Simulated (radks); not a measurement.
# Nuclear size and the levels of Mo⁺

Aim: how the total energy, the levels and the density at the nucleus of Mo⁺ respond when the nuclear radius is scaled.

Method: Dirac Kohn-Sham, BLYP, spin-unpolarised, spherical densities, finite nucleus; open shells are shared between the two j in proportion to 2j + 1. Code: radks (a radial shooting solver on a logarithmic mesh, Libxc functionals) version 1.

**1. The system**

| Item | Value |
| --- | --- |
| element | molybdenum (Z = 42) |
| charge | +1 |
| electrons | 41 |
| configuration | [Kr] 4d5 |
| nuclear rms radius | 4.4091 fm |

The outer shells:

Mo⁺
```
[Kr] core
4d [↑ ][↑ ][↑ ][↑ ][↑ ]
```

In the logs a row gives level, spin channel, occupation and eigenvalue; Etot, Ekin, Encl (electron-nucleus), Eh (Hartree) and Exc are energies, all in hartree; err is the last residual, it the number of iterations.

**2. rms radius 4.4091 fm**

Input:

```text
Z 42
configuration [Kr] 4d5 5s0 5p0
relativity Dirac
functional b88,lyp
spin unpolarised
j_filling average
nucleus finite rms 4.4091 fm
c 137.035999084
```

Standard output:

```text
1s1/2   1   2.0000        -728.48506537
2s1/2   1   2.0000        -103.07733240
2p1/2   1   2.0000         -94.85918080
2p3/2   1   4.0000         -90.94066991
3s1/2   1   2.0000         -17.73950305
3p1/2   1   2.0000         -14.61244931
3p3/2   1   4.0000         -13.96737798
3d3/2   1   4.0000          -8.43510592
3d5/2   1   6.0000          -8.31297144
4s1/2   1   2.0000          -2.61114418
4p1/2   1   2.0000          -1.72395679
4p3/2   1   4.0000          -1.63216127
4d3/2   1   2.0000          -0.38577189
4d5/2   1   3.0000          -0.37789059
5s1/2   1   0.0000          -0.36590408
5p1/2   1   0.0000          -0.22581503
5p3/2   1   0.0000          -0.21927994
Etot -4049.423594187331
Ekin 4199.007908332625
Encl -9773.0393480287
Eh 1648.6854250224183
Exc -124.07757951367472
err 2.3539920756808642e-09
it 15
```

The top filled level is 4d5/2, -10.283 eV.

From the orbitals of this run (lengths in bohr):

| level | occupation | energy (eV) | <r> | outermost maximum (interpolated) | 90 % within | nodes |
| --- | --- | --- | --- | --- | --- | --- |
| 4s1/2 | 2 | -71.053 | 1.107 | 0.989 | 1.61 | 3 |
| 4p1/2 | 2 | -46.911 | 1.217 | 1.05 | 1.81 | 2 |
| 4p3/2 | 4 | -44.413 | 1.248 | 1.08 | 1.86 | 2 |
| 4d3/2 | 2 | -10.497 | 1.892 | 1.38 | 3.08 | 1 |
| 4d5/2 | 3 | -10.283 | 1.915 | 1.39 | 3.13 | 1 |
| 5s1/2 | 0 | -9.957 | 3.263 | 2.81 | 4.80 | 4 |
| 5p1/2 | 0 | -6.145 | 4.104 | 3.48 | 6.10 | 3 |
| 5p3/2 | 0 | -5.967 | 4.198 | 3.57 | 6.23 | 3 |

Radial density 4πr²ρ:

| r (bohr) | 4πr²ρ (e/bohr) |
| --- | --- |
| 0.00120 | 1.154 |
| 0.00187 | 2.558 |
| 0.00291 | 5.418 |
| 0.00455 | 11.07 |
| 0.00706 | 20.73 |
| 0.0111 | 34.85 |
| 0.0172 | 48.69 |
| 0.0269 | 53.30 |
| 0.0417 | 46.72 |
| 0.0653 | 49.57 |
| 0.101 | 65.02 |
| 0.159 | 52.19 |
| 0.246 | 42.32 |
| 0.385 | 47.93 |
| 0.599 | 19.49 |
| 0.937 | 11.51 |
| 1.45 | 8.015 |
| 2.28 | 2.165 |
| 3.54 | 0.3890 |
| 5.53 | 0.02609 |

**3. rms radius 3.9285 fm**

Changes since step 2:

```diff
@@ -6,3 +6,3 @@
 j_filling average
-nucleus finite rms 4.4091 fm
+nucleus finite rms 3.9285 fm
 c 137.035999084
```

Standard output:

```text
1s1/2   1   2.0000        -728.48982313
2s1/2   1   2.0000        -103.07784225
2p1/2   1   2.0000         -94.85915182
2p3/2   1   4.0000         -90.94063462
3s1/2   1   2.0000         -17.73959222
3p1/2   1   2.0000         -14.61244299
3p3/2   1   4.0000         -13.96737047
3d3/2   1   4.0000          -8.43509993
3d5/2   1   6.0000          -8.31296555
4s1/2   1   2.0000          -2.61115937
4p1/2   1   2.0000          -1.72395605
4p3/2   1   4.0000          -1.63216038
4d3/2   1   2.0000          -0.38577173
4d5/2   1   3.0000          -0.37789044
5s1/2   1   0.0000          -0.36590574
5p1/2   1   0.0000          -0.22581506
5p3/2   1   0.0000          -0.21927996
Etot -4049.434853002107
Ekin 4199.053273881813
Encl -9773.096616436631
Eh 1648.6862970942268
Exc -124.07780754151543
err 7.752349565317097e-09
it 15
```

E − E(step 2, rms radius 4.4091 fm) = -0.306 eV. The top filled level is 4d5/2, -10.283 eV.

**4. rms radius 4.1886 fm**

Changes since step 3:

```diff
@@ -6,3 +6,3 @@
 j_filling average
-nucleus finite rms 3.9285 fm
+nucleus finite rms 4.1886 fm
 c 137.035999084
```

Standard output:

```text
1s1/2   1   2.0000        -728.48730911
2s1/2   1   2.0000        -103.07757284
2p1/2   1   2.0000         -94.85916713
2p3/2   1   4.0000         -90.94065327
3s1/2   1   2.0000         -17.73954510
3p1/2   1   2.0000         -14.61244633
3p3/2   1   4.0000         -13.96737444
3d3/2   1   4.0000          -8.43510310
3d5/2   1   6.0000          -8.31296866
4s1/2   1   2.0000          -2.61115134
4p1/2   1   2.0000          -1.72395644
4p3/2   1   4.0000          -1.63216085
4d3/2   1   2.0000          -0.38577181
4d5/2   1   3.0000          -0.37789052
5s1/2   1   0.0000          -0.36590486
5p1/2   1   0.0000          -0.22581504
5p3/2   1   0.0000          -0.21927995
Etot -4049.4289038013676
Ekin 4199.029268758398
Encl -9773.066321833438
Eh 1648.6858362688802
Exc -124.07768699520804
err 3.569645360515216e-09
it 15
```

Energy against step 2 (rms radius 4.4091 fm): -0.144 eV. Highest occupied level: 4d5/2 at -10.283 eV.

**5. rms radius 4.8059 fm**

Changes since step 4:

```diff
@@ -6,3 +6,3 @@
 j_filling average
-nucleus finite rms 4.1886 fm
+nucleus finite rms 4.8059 fm
 c 137.035999084
```

Standard output:

```text
1s1/2   1   2.0000        -728.48076967
2s1/2   1   2.0000        -103.07687208
2p1/2   1   2.0000         -94.85920696
2p3/2   1   4.0000         -90.94070176
3s1/2   1   2.0000         -17.73942255
3p1/2   1   2.0000         -14.61245503
3p3/2   1   4.0000         -13.96738476
3d3/2   1   4.0000          -8.43511134
3d5/2   1   6.0000          -8.31297676
4s1/2   1   2.0000          -2.61113047
4p1/2   1   2.0000          -1.72395746
4p3/2   1   4.0000          -1.63216207
4d3/2   1   2.0000          -0.38577204
4d5/2   1   3.0000          -0.37789073
5s1/2   1   0.0000          -0.36590259
5p1/2   1   0.0000          -0.22581500
5p3/2   1   0.0000          -0.21927992
Etot -4049.4134287951556
Ekin 4198.967161704613
Encl -9772.987854324012
Eh 1648.68463781152
Exc -124.07737398727657
err 7.044313655027844e-09
it 14
```

E − E(step 2, rms radius 4.4091 fm) = +0.277 eV. The top filled level is 4d5/2, -10.283 eV.

**6. rms radius 5.1498 fm**

Changes since step 5:

```diff
@@ -6,3 +6,3 @@
 j_filling average
-nucleus finite rms 4.8059 fm
+nucleus finite rms 5.1498 fm
 c 137.035999084
```

Standard output:

```text
1s1/2   1   2.0000        -728.47678053
2s1/2   1   2.0000        -103.07644461
2p1/2   1   2.0000         -94.85923125
2p3/2   1   4.0000         -90.94073135
3s1/2   1   2.0000         -17.73934779
3p1/2   1   2.0000         -14.61246033
3p3/2   1   4.0000         -13.96739106
3d3/2   1   4.0000          -8.43511636
3d5/2   1   6.0000          -8.31298169
4s1/2   1   2.0000          -2.61111774
4p1/2   1   2.0000          -1.72395808
4p3/2   1   4.0000          -1.63216282
4d3/2   1   2.0000          -0.38577217
4d5/2   1   3.0000          -0.37789085
5s1/2   1   0.0000          -0.36590121
5p1/2   1   0.0000          -0.22581497
5p3/2   1   0.0000          -0.21927991
Etot -4049.4039888387965
Ekin 4198.929476430216
Encl -9772.940188543173
Eh 1648.6839066547855
Exc -124.07718338062534
err 5.94025429183827e-09
it 14
```

E − E(step 2, rms radius 4.4091 fm) = +0.533 eV. 4d5/2 is the highest filled level (-10.283 eV).

**7. Summary of results**

| rms radius (fm) | total energy shift (eV) | density at nucleus (e/bohr³) | 1s1/2 shift (meV) | 2s1/2 shift (meV) | 3p1/2 shift (meV) | 4s1/2 shift (meV) | 5s1/2 shift (meV) |
| --- | --- | --- | --- | --- | --- | --- | --- |
| 3.9285 | -0.306 | 9.203e+04 | -129 | -13.9 | 0.172 | -0.413 | -0.0450 |
| 4.1886 | -0.144 | 9.139e+04 | -61.1 | -6.54 | 0.0812 | -0.195 | -0.0212 |
| 4.4091 | 0 | 9.088e+04 | 0 | 0 | 0 | 0 | 0 |
| 4.8059 | 0.277 | 9.004e+04 | 117 | 12.5 | -0.155 | 0.373 | 0.0406 |
| 5.1498 | 0.533 | 8.937e+04 | 225 | 24.2 | -0.300 | 0.720 | 0.0783 |

Shifts are against the first run. Over the range the 1s1/2 level moves by 0.355 eV and the 5s1/2 level by 0.123 meV. A larger nucleus binds the 1s electrons less and lowers the density at its centre. These are shifts of eigenvalues, not the field shifts of spectral lines.
